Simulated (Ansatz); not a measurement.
# SiW3: the cost of one run

Method: DFT r2SCAN, scalar-relativistic, plane waves, PAW, in Ansatz 0.2.0.

**1. The system as given**

It takes space group Im-3m (No. 229, cubic). The conventional cell has a = 5.212 Å, b = 5.212 Å, c = 5.212 Å, α = 90.00°, β = 90.00°, γ = 90.00°. Si (site symmetry m-3m) has 6 W at 2.61 Å as nearest neighbours. W (site symmetry 4/mmm) is surrounded by 2 Si at 2.61 Å and 4 W at 2.61 Å.

As a file:

```
CELL_PARAMETERS angstrom
-2.60617 2.60617 2.60617
2.60617 -2.60617 2.60617
2.60617 2.60617 -2.60617
ATOMIC_POSITIONS crystal
Si 0.00000 0.00000 0.00000
W 0.50000 0.50000 0.00000
W 0.50000 0.00000 0.50000
W 0.00000 0.50000 0.50000
```

The structure comes from the Materials Project (structure only).

(A quick probe on a coarse mesh, which set the mesh and smearing, is not shown.)

**3. Relaxing cell and atoms**

input.yaml

```yaml
crystal:
  lattice:
    - [-2.606175, 2.606175, 2.606175]
    - [2.606175, -2.606175, 2.606175]
    - [2.606175, 2.606175, -2.606175]
  atoms:
    - { symbol: Si, position: [0.0, 0.0, 0.0] }
    - { symbol: W, position: [0.5, 0.5, 0.0] }
    - { symbol: W, position: [0.5, 0.0, 0.5] }
    - { symbol: W, position: [0.0, 0.5, 0.5] }
basis:
  ecutwfc: 500
kpoints:
  mp_grid: { grid: [12, 12, 12] }
hamiltonian:
  xc: r2scan
scf:
  occupations: { method: gaussian, width: 0.1 }
output:
  forces: true
  stress: true
  eigenvalues: true
  write_density: true
  write_potential: true
  elf: true
  volumetric_format: npy
relax:
  adjacent_minimum: "off"
  f_tol: 0.005
  max_steps: 80
  cell: { stress_tol: 0.05 }
```

Run with:

```bash
> ansatz run input.yaml --threads 1 --pin off --max-ram 2560MiB --backend cpu --events-out ev --progress --plain --runs-dir out
```

**Question.** How long does this run take on 1 thread of AMD EPYC 9R45 (Zen 5), shared host, and how much memory does it need?

About 36 s, with a peak of 0.72 GiB.
